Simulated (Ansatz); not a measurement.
The system is RuRh.

```
CELL_PARAMETERS angstrom
2.70942 0.00000 0.00000
-1.35471 2.34642 0.00000
0.00000 0.00000 4.29837
ATOMIC_POSITIONS crystal
Rh 0.66667 0.33333 0.00000
Ru 0.00000 0.00000 0.50000
```

The cell comes from a database or a generator and needn't be the stable form of this composition.

- Program: Ansatz 0.2.0
- Task: relaxation of cell and atoms
- Functional: PBE
- Potentials or basis: Ansatz PAW
- Cutoff: 420 eV (not typed: the program's choice for these potentials)
- k mesh: 11 × 11 × 6
- Occupations: fermi-dirac, width 0.05 eV
- Spin: no spin polarisation

At the start: volume 13.66 Å³/atom.

**Question.** How do energy, volume and symmetry change on relaxing?

**Answer.** It ends after 5 steps and the volume is 13.89 Å³/atom (+1.7 %); space group P-6m2 (No. 187, to 0.05 Å).

Step by step:
```csv
step,energy change (eV),largest force (eV/Å),volume (Å³)
1,0.0000,0.0000,27.33
2,-0.0004,0.0000,28.23
3,-0.0068,0.0000,27.80
4,-0.0068,0.0000,27.79
5,-0.0071,0.0000,27.79
```

Final structure:
```yaml
crystal:
  lattice:
    - [2.72510, 0.00000, 0.00000]
    - [-1.36255, 2.36000, 0.00000]
    - [0.00000, 0.00000, 4.32103]
  atoms:
    - { symbol: Rh, position: [0.66667, 0.33333, 0.00000] }
    - { symbol: Ru, position: [0.00000, 0.00000, 0.50000] }
```

Caveat: the plane-wave basis is chosen anew once the cell has moved, so the energies of steps on either side of that aren't comparable.
